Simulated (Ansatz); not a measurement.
**CH₃Al₂Cl: up Jacob's ladder to CCSD(T)**

An exercise on one series of results from a longer session: the logs are not shown, and one member is left open.

The runs use Ansatz 0.2.0, Gaussian basis; functionals in def2-TZVPP, the program's frozen cores in correlated methods.

Plan: LDA (SPW92), PBE-D4, revPBE-D4, BLYP-D4, r2SCAN-D4, B97M-V, PBE0-D4, B3LYP-D4, r2SCANh-D4, r2SCAN0-D4, HSE06-D4, BHLYP-D4, CAM-B3LYP-D4, LC-ωPBE, ωB97X-V, ωB97M-V, B2PLYP, PBE-QIDH; CCSD(T)/def2-SVP; CCSD(T)/def2-TZVPP; MP2/def2-QZVPP; extrapolation to the limit; RPA on PBE.

## Structure used throughout

All runs share one geometry, relaxed beforehand with PBE0-D4 in a triple-zeta def2 set.

SMILES `[Cl][Al]1[CH2][AlH]1`, 7 atoms, charge 0, spin multiplicity 1.

Atoms are counted from 1 here; the program's logs count them from 0.

Bond lengths: Cl1–Al2 2.103 Å, Al2–C3 1.954 Å, Al2–Al4 2.429 Å, C3–Al4 1.961 Å, C3–H5 1.091 Å, C3–H6 1.124 Å, Al4–H7 1.591 Å. Angles: Cl1–Al2–C3 134.5°, Cl1–Al2–Al4 170.5°, C3–Al2–Al4 51.8°, Al2–C3–Al4 76.7°, Al2–C3–H5 139.7°, Al2–C3–H6 88.4°, Al4–C3–H5 134.3°, Al4–C3–H6 96.4°, H5–C3–H6 108.3°, Al2–Al4–C3 51.5°, Al2–Al4–H7 162.4°, C3–Al4–H7 137.7°.

The first run:

in.yaml

```yaml
crystal:
  periodic: [false, false, false]
  atoms:
    - {symbol: Cl, position_ang: [-2.039859, -2.335167, 1.272236]}
    - {symbol: Al, position_ang: [-0.784198, -1.080626, 0.144041]}
    - {symbol: C, position_ang: [0.320638, 0.478675, 0.553695]}
    - {symbol: Al, position_ang: [0.348760, 0.407556, -1.405773]}
    - {symbol: H, position_ang: [0.384541, 1.282563, 1.287795]}
    - {symbol: H, position_ang: [1.186793, -0.218599, 0.717455]}
    - {symbol: H, position_ang: [0.644626, 1.397699, -2.615150]}
basis:
  gaussian: {orbitals: def2-TZVPP}
hamiltonian: {xc: lda}
output: {orbitals: {seedname: orbitals}}
```

Run with:

```console
> ansatz run in.yaml --threads 2 --pin off --events-out ev --progress --plain --max-ram 4352MiB
```

Steps of the session up to this table: LDA; PBE-D4 (GGA); revPBE-D4 (GGA); BLYP-D4 (GGA); r2SCAN-D4 (meta-GGA); B97M-V (meta-GGA); B3LYP-D4 (hybrid); r2SCANh-D4 (hybrid); r2SCAN0-D4 (hybrid); HSE06-D4 (hybrid); BHLYP-D4 (hybrid); CAM-B3LYP-D4 (range-separated); LC-ωPBE (range-separated); ωB97X-V (range-separated); ωB97M-V (range-separated); B2PLYP (double hybrid); PBE-QIDH (double hybrid).

One table of the session follows, with a row left open; its other results are not shown here.

It belongs to the step «Orbital energies across the functionals». 

```
  functional  HOMO (eV)  LUMO (eV)  gap (eV)
 LDA (SPW92)      -5.20      -3.08      2.11
      PBE-D4      -5.10      -2.89      2.21
   revPBE-D4      -5.06      -2.81      2.25
     BLYP-D4      -4.95      -2.71      2.24
   r2SCAN-D4      -5.26      -2.72      2.54
      B97M-V          ?          ?         ?
     PBE0-D4      -6.00      -2.16      3.84
    B3LYP-D4      -5.83      -2.29      3.54
  r2SCANh-D4      -5.59      -2.45      3.14
  r2SCAN0-D4      -6.09      -2.07      4.03
    HSE06-D4      -5.61      -2.53      3.09
    BHLYP-D4      -6.79      -1.31      5.47
CAM-B3LYP-D4      -7.14      -1.14      6.01
     LC-ωPBE      -8.31      -0.17      8.14
     ωB97X-V      -8.06      -0.24      7.82
     ωB97M-V      -7.84      -0.44      7.40
```

Estimate the missing values for B97M-V.

The run gave: HOMO (eV): -5.26; LUMO (eV): -2.78; gap (eV): 2.48.
